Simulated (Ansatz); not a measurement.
# Ge: the cost of one run

Computed with the Python package of Ansatz 0.2.0. The levels of theory stand in the script.

**1. Starting point**

Symmetry: P6_3/mmc, No. 194, hexagonal system. The conventional cell has a = 3.998 Å, b = 3.998 Å, c = 6.599 Å, α = 90.00°, β = 90.00°, γ = 120.00°. Ge (site symmetry 3m) is surrounded by 4 Ge at 2.45 to 2.47 Å.

The script holds or builds the structure itself.

**2. The script**

Input file lattice.py:

```python
"""Relaxed cell of Ge under several functionals."""

import ansatz as az
import numpy as np

def edges_and_angles(cell):
    cell = np.asarray(cell)
    a, b, c = np.linalg.norm(cell, axis=1)
    cosines = cell[1] @ cell[2] / (b * c), cell[0] @ cell[2] / (a * c), cell[0] @ cell[1] / (a * b)
    return (a, b, c, *np.degrees(np.arccos(cosines)))

structure = (
    az.Lattice.from_parameters(3.997586, 3.997586, 6.599378, alpha=90, beta=90, gamma=120)
    .space_group(194)
    .atom("Ge", (2 / 3, 1 / 3, 0.062901))
)

calculation = (
    structure.calculation()
    .mixing("msr1")
    .occupations(az.OccupationsMethod.GAUSSIAN, width=0.15)
    .scf(max_iterations=80)
    .basis(23 * az.Ry, density_ratio=4)
    .kpoints(6, 6, 3, shift=0.5)
    .relax(cell=True)
)

levels = [("pbesol", "d3bj"), ("pbesol", "none"), ("lda", "none")]
print("level            a       b       c    alpha   beta  gamma  V/atom  steps")
for name, dispersion in levels:
    seen = []
    run = calculation.functional(name, dispersion=dispersion).session().plan()
    result = run.execute(on_event=lambda e: seen.append(e) if e["event"] == "relax_step" else None)
    cell = result.lattice.cell_ang
    label = name if dispersion == "none" else f"{name}+{dispersion}"
    print("{:13s} {:7.4f} {:7.4f} {:7.4f} {:6.2f} {:6.2f} {:6.2f}".format(label, *edges_and_angles(cell)), f"{abs(np.linalg.det(cell)) / len(result.lattice.sites):7.3f} {len(seen):5d}")
```

**3. What the engine is handed**

The engine receives this input (first run):

```yaml
crystal:
  lattice:
    a: 3.997586
    b: 3.997586
    c: 6.599378
    alpha: 90.0
    beta: 90.0
    gamma: 120.0
  space_group: 194
  atoms:
    - { symbol: Ge, position: [0.6666666666666666, 0.3333333333333333, 0.062901] }
basis:
  ecutwfc: 312.930941828862
  ecutrho_ratio: 4
kpoints:
  mp_grid:
    grid: [6, 6, 3]
    shift: [0.5, 0.5, 0.5]
hamiltonian:
  xc: pbesol
  dispersion: d3bj
scf:
  max_iter: 80
  mixing:
    algorithm: msr1
  occupations:
    method: gaussian
    width: 0.15
relax:
  cell: {}
```

**4. The run**

Command:

```sh
$ python lattice.py
```

**Question.** How long does this script take on 1 thread of Intel Xeon 6975P-C (Granite Rapids), shared host, and how much memory does it need?

About 30 s, with a peak of 0.44 GiB.
